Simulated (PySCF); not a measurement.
# HgCl+: bond curves at several levels of theory

An exercise on one series of results from a longer session: the logs are not shown, and one member is left open.

Program: PySCF 2.14.0. Level of theory: Hg def2-SVP with ECP60, Cl def2-SVP, scalar-relativistic core potentials. These are calculated values, not measurements.

Set-up of the first run:

A driver script around PySCF takes these settings:

- atoms: Hg, Cl
- charge: 1
- basis: Hg def2-SVP with ECP60, Cl def2-SVP
- Hamiltonian: scalar-relativistic core potentials
- basis functions: 50
- electrons treated: 36
- masses in u: 201.9706, 34.9689
- levels: PBE0, PBE, r²SCAN, MN15, B3LYP, r²SCAN0, LC-ωPBE, HF, MP2, SCS-MP2, CCSD, CCSD(T)
- grid: 80 radial by 434 angular points
- occupations: held fixed by the projection of orbital angular momentum
- dissociation limit: Hg+ + Cl, each in its ground configuration
- starting distance in angstrom: 2.445
- values of 2S to try: 0, 2

The run is started by

```bash
> OMP_NUM_THREADS=1 python dia.py task.json out
```

Steps of the session up to this table: Input; PBE0 along the bond; Higher solutions at PBE0; PBE; r²SCAN; MN15 (hybrid meta-GGA); B3LYP (global hybrid GGA); r²SCAN0 (hybrid meta-GGA); LC-ωPBE; RHF; MP2 and coupled cluster.

One of the session's tables, all rows but one given; the rest of the session is left out.

It belongs to the step «The curves together». Energy (eV) from each level's lowest point:

| R (Å) | RHF | RHF-MP2 | RHF-SCS-MP2 | RHF-CCSD | RHF-CCSD(T) |
| --- | --- | --- | --- | --- | --- |
| 1.968 | 1.349 | 1.073 | 1.160 | n/a | n/a |
| 2.059 | 0.597 | 0.441 | 0.499 | 0.552 | 0.576 |
| 2.151 | 0.189 | 0.118 | 0.149 | 0.180 | 0.196 |
| 2.219 | 0.044 | 0.015 | 0.031 | 0.045 | 0.055 |
| 2.288 | 0.000 | 0.000 | 0.000 | 0.000 | 0.000 |
| 2.357 | ? | ? | ? | ? | ? |
| 2.448 | 0.160 | 0.179 | 0.147 | 0.116 | 0.087 |
| 2.563 | 0.408 | 0.409 | 0.356 | 0.304 | 0.247 |
| 2.700 | 0.773 | 0.728 | 0.649 | 0.575 | 0.478 |
| 2.883 | 1.295 | 1.156 | 1.042 | n/a | n/a |

Estimate the missing values for R (Å) = 2.357.

Worked estimate for «RHF». A straight line through the neighbours (2.288, 0.000) and (2.448, 0.160) gives 0.000 + (0.160 − 0.000) × (2.357 − 2.288) / (2.448 − 2.288) = 0.069; a parabola fitted to 4 rows on both sides gives 0.040.

**Answer.** RHF: 0.032; RHF-MP2: 0.048; RHF-SCS-MP2: 0.033; RHF-CCSD: 0.020; RHF-CCSD(T): 0.008. In «RHF» the line misses by +0.037 and the parabola by +0.008.

State 2 has its PBE0 minimum 1.03 eV higher. The other levels ran on the lowest alone.
